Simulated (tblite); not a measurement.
# C6H7FO2: the cost of one run

Programs: tblite 0.8.0 and PySCF 2.14.0, with routines of our own; each step states its level. All values are computed. Atoms count from 0.

## 1. The starting structure

16 atoms, charge 0, multiplicity 1; geometry from: force field or distance geometry start.

## 2. Geometry optimisation with GFN2-xTB, one coordinate held

The job: settings as JSON, then the geometry in Å.

```
{"job": {"kind": "relax", "xc": "GFN2-xTB", "basis": "xTB"}, "charge": 0, "multiplicity": 1}
C     -2.623000    -0.908900    -0.313400
C     -1.315900    -1.064900    -0.170200
C     -0.308800    -0.012800    -0.018300
C      0.980100    -0.338500     0.069500
O      1.991900     0.302700    -0.627000
C      3.262900    -0.129900    -0.400500
O      3.636500    -0.999500     0.368700
C     -0.768400     1.432200     0.029300
F     -1.365900     1.788300    -1.144600
H     -3.109800     0.067500    -0.357600
H     -3.284700    -1.772000    -0.415200
H     -0.939300    -2.096200    -0.142900
H      1.332500    -1.150600     0.720000
H      3.955000     0.456400    -1.035700
H     -1.499900     1.589900     0.836200
H      0.046400     2.128800     0.204800
```

On the command line:

```bash
$ OMP_NUM_THREADS=1 python excited_run.py task.json out
```

This one command runs all jobs of the session in turn.

Q: Estimate the wall time and peak memory of this first job on 1 thread of AMD EPYC, shared host.

About 3 s, with a peak of 0.18 GiB.
